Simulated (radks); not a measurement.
# Rb³⁶⁺ in 2s1: an all-electron calculation

What are the levels of the rubidium ion Rb36+, how large are its shells, and how does its energy divide?

Method: scalar-relativistic Kohn-Sham, PBE, spin-polarised, spherical densities, finite nucleus; open shells are filled with parallel spins first. Code: radks (a radial shooting solver on a logarithmic mesh, Libxc functionals) version 1.

### Step 1. What is computed

```
element            : rubidium (Z = 37)
charge             : +36
electrons          : 1
configuration      : 2s1
nuclear rms radius : 4.2036 fm
```

Outer shells as boxes (Hund's rule):

Rb³⁶⁺
```
2s [↑ ]
```

### Step 2. The calculation

Input:

```text
Z 37
configuration 2s1 1s0 2p0
relativity scalar-relativistic
functional pbe,pbe
spin polarised
nucleus finite rms 4.2036 fm
c 137.035999084
```

**Question.** What will this run give?

The runs gave:

| quantity | value |
| --- | --- |
| total energy | -175.43305 hartree |
| exchange-correlation share of it | 1.77 % |
| −T/E | 1.0290 |
| highest occupied level | 2s up, -4719.3 eV |
| most extended occupied level | 2s up, <r> = 0.158 bohr |
| radius at density 0.001 e/bohr³ | 0.500 bohr |
| maxima of the radial density | 2 |

**Reading.** 1 principal shells are occupied and 2 maxima appear in the radial density. −T/E is 1.029: with relativity the kinetic term as defined here no longer equals −E. This is not the tabulated ground configuration, so its levels and sizes aren't those of the ground state, and no measured value stands beside it.
